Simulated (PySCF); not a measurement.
**Ways to converge the SCF of GeS⁻**

Do solver options change the result for GeS⁻, or only the number of cycles?

Computed with PySCF 2.14.0. Level: method and basis as typed in the scripts.

7 further runs of the same task are left out: 7 that didn't finish.

**1. Starting geometry**

GeS⁻: 2 atoms, charge -1, spin multiplicity 2.

Bond lengths: Ge1–S2 2.245 Å.

**2. Base script**

File input.py:

```python
from pyscf import gto, scf, mp

mol = gto.M(
    atom='Ge 0 0 0; S 0 0 2.245',
    basis='sbkjc',
    ecp={'Ge': 'sbkjc', 'S': 'sbkjc'},
    charge=-1,
    spin=1,
    verbose=4,
)
mf = scf.UHF(mol)
mf.kernel()
mp.MP2(mf).kernel()
mf.dip_moment()
print('orbital energies (hartree):', [e[max(0, n-3):n+3].round(4) for e, n in zip(mf.mo_energy, mol.nelec)])
```

Started as:

```
$ python input.py
```

Its log is not repeated here.

In short: E(SCF) = -13.665404 Eh, 15 cycles, E(MP2) − E(SCF) = -0.07538 Eh, ⟨S²⟩ = 0.812.

The bond length is a typed value, not an optimised one. The dipole of an ion depends on the origin.

**3. Initial guess huckel**

Run 1 changes initial guess: minao → huckel.

File input.py:

```python
from pyscf import gto, scf, mp

mol = gto.M(
    atom='Ge 0 0 0; S 0 0 2.245',
    basis='sbkjc',
    ecp={'Ge': 'sbkjc', 'S': 'sbkjc'},
    charge=-1,
    spin=1,
    verbose=4,
)
mf = scf.UHF(mol)
mf.init_guess = 'huckel'
mf.kernel()
mp.MP2(mf).kernel()
mf.dip_moment()
print('orbital energies (hartree):', [e[max(0, n-3):n+3].round(4) for e, n in zip(mf.mo_energy, mol.nelec)])
```

Started as:

```
$ python input.py
```

**4. Second-order solver on**

Run 2 changes second-order solver: off → on.

Edit input.py of step 2 so:

```diff
@@ -11,2 +11,3 @@
 mf = scf.UHF(mol)
+mf = mf.newton()
 mf.kernel()
```

**5. Cycle limit 200**

Run 3 changes cycle limit: 50 → 200.

Edit input.py of step 2 so:

```diff
@@ -11,2 +11,3 @@
 mf = scf.UHF(mol)
+mf.max_cycle = 200
 mf.kernel()
```

**6. DIIS space 4**

Run 4 changes DIIS space: default → 4.

Edit input.py of step 2 so:

```diff
@@ -11,2 +11,3 @@
 mf = scf.UHF(mol)
+mf.diis_space = 4
 mf.kernel()
```

**Question.** What will these runs give? Wanted: for each run, E(SCF); from base; gap, α spin; after the SCF.

The runs gave:

| run | E(SCF) (hartree) | from base (eV) | cycles | gap, α spin (eV) | after the SCF |
| --- | --- | --- | --- | --- | --- |
| base | -13.665404 | 0 | 15 | 6.37 | MP2 correlation -2.051 eV |
| initial guess huckel | -13.665404 | 0.0000 | 15 | 6.37 | MP2 correlation -2.051 eV |
| second-order solver on | -13.665404 | 0.0000 | 5 macro | 6.37 | MP2 correlation -2.051 eV |
| cycle limit 200 | -13.665404 | 0.0000 | 15 | 6.37 | MP2 correlation -2.051 eV |
| DIIS space 4 | -13.665404 | 0.0000 | 17 | 6.37 | MP2 correlation -2.051 eV |

Distance from each run's final energy (log10 hartree) by cycle:

| run | cycle 1 | cycle 2 | cycle 3 | cycle 5 | cycle 8 | cycle 12 |
| --- | --- | --- | --- | --- | --- | --- |
| base | -1.7 | -2.0 | -2.9 | -3.5 | -4.1 | -7.7 |
| initial guess huckel | -1.1 | -1.5 | -3.2 | -3.6 | -4.3 | -7.7 |
| second-order solver on | -2.7 | -4.5 | -8.0 | < -11 | done | done |
| cycle limit 200 | -1.7 | -2.0 | -2.9 | -3.5 | -4.1 | -7.7 |
| DIIS space 4 | -1.7 | -2.0 | -2.9 | -3.5 | -4.0 | -5.5 |

The SCF energy stays the same, to the digits that matter, with initial guess huckel or second-order solver on or cycle limit 200 or DIIS space 4. With initial guess huckel, cycle limit 200, DIIS space 4 the path hardly changes: 15 to 17 cycles against 15.
